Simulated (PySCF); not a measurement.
# InF at other levels of theory

What do other methods print for InF?

The runs use PySCF 2.14.0; each script names its method and basis.

2 further runs of the same task are left out: 1 for a known fault of the program, 1 that didn't finish.

**1. The system as given**

InF: 2 atoms, charge 0, spin multiplicity 1.

Bond lengths: In1–F2 1.804 Å.

**2. Base script**

Contents of input.py:

```python
from pyscf import gto, scf, mp

mol = gto.M(
    atom='In 0 0 0; F 0 0 1.804',
    basis='x2c-svpall',
    charge=0,
    spin=0,
    symmetry=True,
    verbose=3,
)
mf = scf.UHF(mol)
mf = mf.sfx2c1e()
mf.kernel()
mp.MP2(mf).kernel()
mf.dip_moment()
print('orbital energies (hartree):', [e[max(0, n-3):n+3].round(4) for e, n in zip(mf.mo_energy, mol.nelec)])
```

The run is started by

```bash
> OMP_NUM_THREADS=1 python input.py
```

**3. MP2**

Edit 1 changes frozen orbitals: none → 19.

Changes to input.py since step 2:

```diff
@@ -13,3 +13,3 @@
 mf.kernel()
-mp.MP2(mf).kernel()
+mp.MP2(mf, frozen=19).kernel()
 mf.dip_moment()
```

**4. Mn15 (UKS)**

Edit 2 changes functional: none (Hartree–Fock) → mn15; SCF type: UHF → UKS; step after the SCF: mp2 → analyze.

Contents of input.py:

```python
from pyscf import gto, dft

mol = gto.M(
    atom='In 0 0 0; F 0 0 1.804',
    basis='x2c-svpall',
    charge=0,
    spin=0,
    symmetry=True,
    verbose=3,
)
mf = dft.UKS(mol, xc='mn15')
mf = mf.sfx2c1e()
mf.kernel()
mf.analyze()
print('orbital energies (hartree):', [e[max(0, n-3):n+3].round(4) for e, n in zip(mf.mo_energy, mol.nelec)])
```

**5. Population analysis**

Edit 3 changes step after the SCF: mp2 → analyze.

Contents of input.py:

```python
from pyscf import gto, scf

mol = gto.M(
    atom='In 0 0 0; F 0 0 1.804',
    basis='x2c-svpall',
    charge=0,
    spin=0,
    symmetry=True,
    verbose=3,
)
mf = scf.UHF(mol)
mf = mf.sfx2c1e()
mf.kernel()
mf.analyze()
print('orbital energies (hartree):', [e[max(0, n-3):n+3].round(4) for e, n in zip(mf.mo_energy, mol.nelec)])
```

**6. Geometry optimisation**

Edit 4 changes step after the SCF: mp2 → optimize.

Contents of input.py:

```python
from pyscf import gto, scf
from pyscf.geomopt.geometric_solver import optimize

mol = gto.M(
    atom='In 0 0 0; F 0 0 1.804',
    basis='x2c-svpall',
    charge=0,
    spin=0,
    symmetry=True,
    verbose=3,
)
mf = scf.UHF(mol)
mf = mf.sfx2c1e()
mf.kernel()
mol_eq = optimize(mf, maxsteps=30)
print('optimised geometry (angstrom)')
print(mol_eq.tostring('raw'))
print('orbital energies (hartree):', [e[max(0, n-3):n+3].round(4) for e, n in zip(mf.mo_energy, mol.nelec)])
```

Before running it: what results should come out? Wanted: for each run, E(SCF); from base; gap; SCF dipole; after the SCF.

As calculated:

```csv
run,E(SCF) (hartree),from base (eV),gap (eV),SCF dipole (D),after the SCF
base,-5977.210036,0,10.32,1.82,MP2 correlation -7.173 eV
MP2,-5977.210036,0.0000,10.32,1.82,"MP2 correlation -6.815 eV, core frozen"
mn15 (UKS),-5984.071770,not comparable,7.00,1.57,n/a
population analysis,-5977.210036,0.0000,10.32,1.82,n/a
geometry optimisation,-5977.210036,0.0000,10.32,n/a,"bond 1.977 Å, -0.427 eV"
```

SCF columns refer to the geometry typed in the script.

Total energies of different functionals can't be compared with each other; differences within one functional can. The dearest run is “geometry optimisation”, at 21 s against 1.5 s.
